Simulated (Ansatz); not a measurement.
# BeCo (Pm-3m): equation of state with a fit from a Python script

Where is the equilibrium volume of BeCo (Pm-3m), and how stiff is it? The task is an equation of state with a fit, for BeCo (Pm-3m).

All numbers are computed with the Python package of Ansatz 0.2.0. Level of theory: DFT LDA, plane waves, PAW.

## Step 1: The structure

Symmetry: Pm-3m, No. 221, cubic system. The conventional cell has a = 2.606 Å, b = 2.606 Å, c = 2.606 Å, α = 90.00°, β = 90.00°, γ = 90.00°. Be (site symmetry m-3m) has 8 Co at 2.26 Å as nearest neighbours. Co (site symmetry m-3m) has 8 Be at 2.26 Å as nearest neighbours.

No structure file is read: the coordinates are typed or built in the script.

## Step 2: Script

eos_beco.py reads:

```python
from dataclasses import dataclass
import warnings

import ansatz
import numpy as np
from scipy.optimize import curve_fit


@dataclass(frozen=True)
class Settings:
    xc: str = "LDA"
    filling: str = "Fermi-Dirac"
    sigma: float = 0.05
    cutoff_ev: int = 500
    kmesh: tuple[int, ...] = (11, 11, 11)


settings = Settings()

VECTORS = np.array([
    [2.606, 0.0, 0.0],
    [0.0, 2.606, 0.0],
    [0.0, 0.0, 2.606],
])
SITES = [
    ("Be", (0.0, 0.0, 0.0), 0.0),
    ("Co", (0.5, 0.5, 0.5), 3.2),
]


def crystal_on(cell):
    crystal = ansatz.Crystal(lattice=ansatz.Lattice.of(cell))
    for symbol, position, moment in SITES:
        crystal = crystal.atom(symbol, position, moment=moment or None)
    return crystal

def vinet(v, e0, v0, b0, b1):
    eta = (v / v0) ** (1 / 3)
    return e0 + 2 * b0 * v0 / (b1 - 1) ** 2 * (2 - (5 + 3 * b1 * (eta - 1) - 3 * eta) * np.exp(-1.5 * (b1 - 1) * (eta - 1)))


def main() -> None:
    warnings.simplefilter("ignore", ansatz.DeckWarning)

    volumes, energies = [], []
    for scale in np.linspace(0.88, 1.12, 7):
        cell = VECTORS * scale ** (1 / 3)
        setup = (
            crystal_on(cell).calculation()
            .functional(settings.xc)
            .pseudopotentials("paw")
            .occupations(settings.filling, width=settings.sigma)
            .spin(ansatz.SpinTreatment.COLLINEAR)
            .basis(settings.cutoff_ev)
            .kpoints(*settings.kmesh)
        )
        summary = setup.run(threads=1, backend="cpu").report
        volumes.append(abs(np.linalg.det(cell)) / len(SITES))
        energies.append(summary["free_energy_ev"] / len(SITES))
        print(f"V = {volumes[-1]:8.4f} A^3/atom  F = {energies[-1]:.5f} eV/atom")

    guess = (min(energies), volumes[int(np.argmin(energies))], 0.5, 4.5)
    (e0, v0, b0, b1), _ = curve_fit(vinet, np.array(volumes), np.array(energies), p0=guess, maxfev=20000)
    print(f"Vinet fit: V0 = {v0:.4f} A^3/atom, B0 = {160.21766 * b0:.1f} GPa, B1 = {b1:.2f}")
    print("largest residual", round(1000 * float(np.abs(vinet(np.array(volumes), e0, v0, b0, b1) - energies).max()), 3), "meV/atom")


if __name__ == "__main__":
    main()
```

## Step 3: Launch

Run with:

```
python eos_beco.py
```

**Question.** Estimate the equilibrium volume and the bulk modulus.

As calculated:

| quantity | value |
| --- | --- |
| runs compared | 7 |
| range of energy | 189.58 meV/atom |
| lowest point, volume (Å³/atom) | 8.141 |
| equilibrium volume (fit) | 8.18 Å³/atom |
| bulk modulus (fit) | 231 GPa |

A third-order Birch-Murnaghan fit through the 7 points (the script's own form differs a little) has its minimum at 8.18 Å³ an atom, 7.6 % below the typed cell, with a bulk modulus of 231 GPa and dB/dP = 4.2. From that minimum the energy rises by 14.8 meV an atom on the compressed side and 189.7 meV on the expanded side. The window is off centre, so dB/dP is rough. Caveats:
- The magnetic order follows from the starting moments and needn't be the lowest.
- For a metal this k-point mesh is coarse: on a finer one energies can move by several to tens of meV an atom and pressures by half a GPa or more, differences at one mesh by less.
